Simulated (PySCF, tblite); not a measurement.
**C4H7BO2: dynamics, then NMR shifts on frames**

How do NMR shifts of C4H7BO2 (`CC#CCB(O)O`) change as the atoms move?

Programs: tblite 0.8.0 and PySCF 2.14.0, with density-fitted response routines of our own. Each step states its level of theory. These are calculated values for one molecule in the gas phase, unless marked as measured. Atoms count from 0, in the outputs and in this text.

## Step 1: Starting geometry

14 atoms, charge 0, multiplicity 1; geometry from: GFN2-xTB.

Bonds of the start (Å): C0–C1 1.45, C1–C2 1.20, C2–C3 1.45, C3–B4 1.61, B4–O5 1.36, B4–O6 1.35, C0–H7 1.09, C0–H8 1.09, C0–H9 1.09, C3–H10 1.09, C3–H11 1.09, O5–H12 0.96, O6–H13 0.96.

## Step 2: A short Langevin run with GFN2-xTB

Job settings and geometry (Å):

```
{"job": {"kind": "md", "xc": "GFN2-xTB", "basis": "xTB", "temperature": 600, "steps": 2000, "every": 50, "frames": 5}, "charge": 0, "multiplicity": 1}
C      2.793450     0.008230     1.166373
C      1.534261    -0.137548     0.463734
C      0.518666    -0.281590    -0.158031
C     -0.761125    -0.412522    -0.825799
B     -1.978172     0.141085     0.070361
O     -1.794568     0.694840     1.296748
O     -3.229581     0.052285    -0.422507
H      3.621608     0.000694     0.457874
H      2.926464    -0.813429     1.870250
H      2.811370     0.949494     1.716434
H     -0.929095    -1.463145    -1.074194
H     -0.725924     0.128388    -1.774734
H     -0.883528     0.729399     1.591601
H     -3.904504     0.403346     0.159772
```

With the program's defaults for keys left out, this is: GFN2-xTB Langevin dynamics, gas phase.

Command:

```bash
$ OMP_NUM_THREADS=1 python probes_run.py task.json out
```

This one command runs all jobs of the session in turn.

Output:

```text
t/fs     T/K      E/eV
    0.0   464.8   -585.67090
   25.0   296.5   -585.19986
   50.0   349.7   -585.10362
   75.0   336.4   -585.18023
  100.0   484.2   -585.07054
  125.0   528.7   -585.16206
  150.0   445.5   -584.74671
  175.0   558.6   -584.83911
  200.0   694.9   -584.76186
  225.0   569.8   -584.89358
  250.0   551.7   -585.05598
  275.0   545.5   -585.07531
  300.0   373.8   -584.87458
  325.0   452.9   -584.96431
  350.0   476.4   -585.16179
  375.0   508.3   -584.98620
  400.0   556.1   -584.80506
  425.0   477.2   -584.80226
  450.0   601.6   -584.89731
  475.0   517.7   -584.89211
  500.0   448.3   -584.72285
  525.0   573.5   -584.84784
  550.0   502.3   -584.90599
  575.0   627.9   -584.87744
  600.0   776.4   -584.89659
  625.0   380.5   -584.52298
  650.0   548.5   -585.03978
  675.0   404.8   -584.82431
  700.0   527.0   -584.82355
  725.0   641.3   -584.62757
  750.0   624.3   -584.48314
  775.0   725.1   -584.83939
  800.0   831.8   -584.51273
  825.0   500.2   -584.44123
  850.0   731.0   -584.80942
  875.0   509.3   -584.58798
  900.0   475.6   -584.50546
  925.0   367.5   -584.58565
  950.0   644.7   -584.84886
  975.0   580.0   -584.97245
 1000.0   591.0   -584.93156
```

It took 10 s on 1 thread of AMD EPYC 7B13, shared host; peak memory 0.18 GiB.

Distance from the start (root mean square after alignment): 0 fs 0.00 Å, 200 fs 0.33 Å, 400 fs 0.73 Å, 600 fs 0.78 Å, 800 fs 0.93 Å, 1000 fs 1.16 Å.

Positions (Å) and forces (eV/Å) at 1000 fs:

```xyz
14

C     3.260   -1.679    0.933    1.510   -0.741    1.025
C     2.046   -0.913    1.003    3.072   -1.294   -0.445
C     1.060   -0.274    1.016   -2.105    2.024    0.135
C    -0.042    0.519    1.522   -1.489   -0.764   -2.369
B    -1.445   -0.279    1.203   -0.344    0.277    0.535
O    -1.755   -0.795   -0.031    0.455    0.658    0.005
O    -2.374   -0.441    2.211   -0.657   -1.201   -1.748
H     3.045   -2.652    0.490   -0.040   -0.264    0.486
H     3.725   -1.746    1.982   -1.040   -0.364   -1.101
H     4.148   -1.347    0.376   -0.729    0.800   -0.363
H    -0.083    1.555    1.197    0.196   -0.003   -0.548
H     0.161    0.552    2.520    0.096    0.157    2.994
H    -1.185   -0.484   -0.753   -0.274   -0.422    0.486
H    -3.133   -1.001    1.843    1.349    1.136    0.908
```

## Step 3: NMR shieldings: 250 fs, PBE0/pcSseg-1

Job settings and geometry (Å):

```
{"job": {"kind": "nmr", "xc": "PBE0", "basis": "pcSseg-1", "pop": false}, "charge": 0, "multiplicity": 1}
C      2.753600    -0.496200     1.257700
C      1.489900    -0.249100     0.563100
C      0.516500     0.035400    -0.083300
C     -0.790800     0.050100    -0.711200
B     -1.946700    -0.805500     0.046300
O     -1.536100    -1.559700     1.125200
O     -3.244700    -0.543100    -0.003600
H      3.686300    -0.055400     0.804800
H      2.941800    -1.593900     1.336700
H      2.791400    -0.063200     2.188900
H     -0.827500    -0.370700    -1.677100
H     -1.017700     1.103300    -0.746600
H     -0.579800    -1.756500     1.032300
H     -3.734200    -1.081700     0.651200
```

With the program's defaults for keys left out, this is: GIAO PBE0/pcSseg-1 NMR shielding, non-relativistic, gas phase.

Output:

```text
coarse grid: 11944 points
cycle   1  E = -331.3448526173  dE =  1.000e+00  |g| = 8.861e-01  |ddm| = 3.560e+00
cycle   2  E = -331.2394288303  dE =  1.054e-01  |g| = 1.193e+00  |ddm| = 1.674e+00
cycle   3  E = -331.4914525696  dE = -2.520e-01  |g| = 1.004e-01  |ddm| = 1.020e+00
cycle   4  E = -331.4934763104  dE = -2.024e-03  |g| = 3.360e-02  |ddm| = 1.383e-01
cycle   5  E = -331.4936746468  dE = -1.983e-04  |g| = 1.692e-02  |ddm| = 3.898e-02
cycle   6  E = -331.4937282156  dE = -5.357e-05  |g| = 5.325e-03  |ddm| = 1.430e-02
cycle   7  E = -331.4937343588  dE = -6.143e-06  |g| = 1.951e-03  |ddm| = 5.179e-03
final grid: 116064 points
cycle   8  E = -331.5541451096  dE = -3.835e-05  |g| = 9.089e-03  |ddm| = 3.291e-02
cycle   9  E = -331.5541284902  dE =  1.662e-05  |g| = 1.294e-02  |ddm| = 1.639e-02
cycle  10  E = -331.5541614044  dE = -3.291e-05  |g| = 2.100e-03  |ddm| = 9.867e-03
cycle  11  E = -331.5541624381  dE = -1.034e-06  |g| = 4.809e-04  |ddm| = 1.925e-03
cycle  12  E = -331.5541624853  dE = -4.723e-08  |g| = 1.414e-04  |ddm| = 4.436e-04
cycle  13  E = -331.5541624894  dE = -4.135e-09  |g| = 3.815e-05  |ddm| = 1.298e-04
cycle  14  E = -331.5541624897  dE = -2.539e-10  |g| = 1.204e-05  |ddm| = 3.501e-05
converged SCF energy = -331.5541624897

GIAO shielding tensors (ppm)
atom      isotropic    diamagn.    paramagn.     s11        s22        s33       span
  0 C      182.037     249.363     -67.325    168.854    175.941    201.317     32.463
  1 C      102.907     266.747    -163.840     16.106     22.440    270.175    254.068
  2 C       98.883     263.860    -164.977      3.478     19.893    273.277    269.798
  3 C      183.129     258.199     -75.070    162.833    184.341    202.214     39.380
  4 B       70.404     196.231    -125.827     54.568     60.461     96.182     41.614
  5 O      183.139     392.300    -209.160     48.258    218.901    282.259    234.001
  6 O      208.647     382.980    -174.333    107.426    246.442    272.073    164.648
  7 H       28.980      27.011       1.969     24.149     26.534     36.257     12.108
  8 H       29.313      27.611       1.702     23.927     27.761     36.251     12.324
  9 H       31.391      30.779       0.612     26.229     29.423     38.520     12.291
 10 H       31.232      32.044      -0.811     25.818     30.058     37.821     12.003
 11 H       30.236      31.976      -1.740     23.684     29.475     37.549     13.866
 12 H       25.965      33.965      -8.000     18.731     25.209     33.954     15.224
 13 H       26.403      28.138      -1.735     20.747     23.162     35.301     14.554
```

Wall time 18 s (1 thread of AMD EPYC 7B13, shared host); peak memory 0.71 GiB.

Shifts follow as δ = σ(reference) − σ, with reference shieldings (ppm) from runs at the same level and on the same kind of geometry: 1H TMS 31.72, 13C TMS 186.9, 17O H2O 336.1, 11B BF3·OEt2 100.1. The references are single molecules in the gas phase, so shifts against H2O, NH3, PH3, H3PO4 or CFCl3 are not on the usual liquid scales and can be off by tens of ppm. Each atom is listed at this fixed geometry, with no averaging over motion; a spectrum would average atoms that exchange fast.

```
atoms                                    environment  σ (ppm)  δ (ppm)
   C2                                  alkyne carbon     98.9     88.0
   C1                                  alkyne carbon    102.9     84.0
   C0                      propargylic methyl carbon    182.0      4.9
   C3                propargylic sp3 CH2 bonded to B    183.1      3.8
  H12              hydrogen on an oxygen bonded to B    25.96     5.75
  H13              hydrogen on an oxygen bonded to B    26.40     5.31
   H7        hydrogen on a propargylic methyl carbon    28.98     2.74
   H8        hydrogen on a propargylic methyl carbon    29.31     2.40
  H11  hydrogen on a propargylic sp3 CH2 bonded to B    30.24     1.48
  H10  hydrogen on a propargylic sp3 CH2 bonded to B    31.23     0.48
   H9        hydrogen on a propargylic methyl carbon    31.39     0.33
   B4                         boron bonded to C, 2 O     70.4     29.7
   O5                          oxygen bonded to B, H    183.1    152.9
   O6                          oxygen bonded to B, H    208.6    127.4
```

Orbitals, density, ELF and potential are computed afterwards from the orbital file.

Frontier orbitals at PBE0/pcSseg-1, with the share of their density that lies nearest to each atom:

```
orbital  energy (eV)                   lies on
   HOMO        -7.26    C1, C2 about 34 % each
   LUMO         0.56  B4 24 %; C2 13 %; C1 9 %
```

ELF in a plane through or near 9 of the atoms.

Values, 10 rows by 14 columns:
```
0.00 0.00 0.00 0.00 0.00 0.00 0.00 0.00 0.00 0.00 0.00 0.00 0.00 0.00
0.00 0.00 0.00 0.00 0.00 0.00 0.00 0.00 0.01 0.00 0.00 0.00 0.00 0.00
0.00 0.00 0.00 0.01 0.01 0.00 0.00 0.04 0.54 0.61 0.00 0.00 0.00 0.00
0.00 0.00 0.02 0.21 0.31 0.03 0.01 0.73 0.48 0.75 0.27 0.91 0.09 0.00
0.00 0.00 0.04 0.48 0.43 0.55 0.61 0.09 0.62 0.21 0.74 0.77 0.06 0.00
0.00 0.00 0.94 0.97 0.44 0.41 0.85 0.57 0.84 0.19 0.76 0.88 0.22 0.00
0.00 0.00 0.99 0.99 0.18 0.71 0.47 0.91 0.28 0.44 0.09 0.43 0.02 0.00
0.00 0.00 0.05 0.11 0.01 0.41 0.60 0.22 0.81 0.35 0.00 0.00 0.00 0.00
0.00 0.00 0.00 0.00 0.00 0.01 0.01 0.02 0.08 0.03 0.00 0.00 0.00 0.00
0.00 0.00 0.00 0.00 0.00 0.00 0.00 0.00 0.00 0.00 0.00 0.00 0.00 0.00
```
The map spans 12.5 Å across and 8.7 Å up, centred on the molecule. Atoms in the plane (x, y in Å): C0 (-2.8, 0.2), C1 (-1.5, -0.3), C2 (-0.4, -0.8), C3 (1.0, -1.1), B4 (2.0, 0.2), O5 (1.4, 1.4), O6 (3.3, 0.2), H7 (-3.7, -0.6), H13 (3.6, 1.1).

On the surface of density 0.002 e/bohr³ the electrostatic potential runs, from the 1st to the 99th percentile, from -1.28 V near O6 to 1.99 V near H13.

## Step 4: Shielding tensors: 425 fs, PBE0/pcSseg-1

Job settings and geometry (Å):

```
{"job": {"kind": "nmr", "xc": "PBE0", "basis": "pcSseg-1", "pop": false}, "charge": 0, "multiplicity": 1}
C      3.272000    -0.708500     0.315400
C      1.732800    -0.548500     0.392300
C      0.633400    -0.306000    -0.030900
C     -0.734700    -0.079300    -0.368800
B     -1.717200    -0.863500     0.607100
O     -1.721900    -2.151100     0.894200
O     -2.646500    -0.134600     1.348900
H      3.488600    -0.432800    -0.745400
H      3.517700    -1.750800     0.513500
H      4.002800    -0.258500     0.946300
H     -0.727200    -0.239300    -1.466500
H     -0.834800     1.048900    -0.238800
H     -1.194700    -2.743400     0.320900
H     -3.203900    -0.693500     1.917100
```

Level: GIAO PBE0/pcSseg-1 NMR shielding, non-relativistic, gas phase.

Output:

```text
coarse grid: 11944 points
cycle   1  E = -331.3336713145  dE =  9.045e-01  |g| = 8.886e-01  |ddm| = 3.414e+00
cycle   2  E = -331.2269738926  dE =  1.067e-01  |g| = 1.196e+00  |ddm| = 1.716e+00
cycle   3  E = -331.4813145991  dE = -2.543e-01  |g| = 1.030e-01  |ddm| = 9.868e-01
cycle   4  E = -331.4832569042  dE = -1.942e-03  |g| = 4.338e-02  |ddm| = 1.508e-01
cycle   5  E = -331.4835631066  dE = -3.062e-04  |g| = 2.411e-02  |ddm| = 4.604e-02
cycle   6  E = -331.4836960082  dE = -1.329e-04  |g| = 5.208e-03  |ddm| = 2.141e-02
cycle   7  E = -331.4837015876  dE = -5.579e-06  |g| = 2.086e-03  |ddm| = 5.576e-03
final grid: 116064 points
cycle   8  E = -331.5439444393  dE = -3.540e-05  |g| = 8.261e-03  |ddm| = 2.871e-02
cycle   9  E = -331.5439329434  dE =  1.150e-05  |g| = 1.138e-02  |ddm| = 1.350e-02
cycle  10  E = -331.5439579554  dE = -2.501e-05  |g| = 1.543e-03  |ddm| = 7.573e-03
cycle  11  E = -331.5439584769  dE = -5.215e-07  |g| = 4.441e-04  |ddm| = 1.323e-03
cycle  12  E = -331.5439585158  dE = -3.890e-08  |g| = 1.723e-04  |ddm| = 4.457e-04
cycle  13  E = -331.5439585225  dE = -6.742e-09  |g| = 3.707e-05  |ddm| = 1.477e-04
cycle  14  E = -331.5439585228  dE = -2.374e-10  |g| = 1.113e-05  |ddm| = 4.029e-05
converged SCF energy = -331.5439585228

GIAO shielding tensors (ppm)
atom      isotropic    diamagn.    paramagn.     s11        s22        s33       span
  0 C      176.227     248.093     -71.866    160.149    169.631    198.903     38.754
  1 C      106.989     265.555    -158.567     23.792     29.139    268.035    244.242
  2 C       96.053     270.716    -174.663      0.207      8.390    279.561    279.355
  3 C      181.060     254.254     -73.194    172.033    180.608    190.539     18.506
  4 B       73.191     190.255    -117.065     58.676     68.431     92.466     33.790
  5 O      208.548     386.155    -177.607    104.773    239.911    280.960    176.187
  6 O      200.883     384.510    -183.626    103.489    241.748    257.413    153.923
  7 H       28.610      29.072      -0.463     22.557     28.078     35.193     12.636
  8 H       29.967      28.673       1.294     24.534     28.735     36.633     12.099
  9 H       30.392      29.077       1.315     26.167     27.471     37.537     11.369
 10 H       29.183      29.742      -0.559     23.873     28.352     35.323     11.451
 11 H       28.196      30.314      -2.118     22.994     27.589     34.005     11.011
 12 H       26.712      31.203      -4.491     20.908     23.844     35.384     14.476
 13 H       27.344      28.371      -1.028     22.045     23.452     36.534     14.489
```

It took 11 s on 1 thread of AMD EPYC 7B13, shared host; peak memory 0.77 GiB.

Key values: δ C2 90.9, C1 79.9, C0 10.7, C3 5.9, H12 5.01, H13 4.37 ppm.

(Part 1 of 2 ends here.)
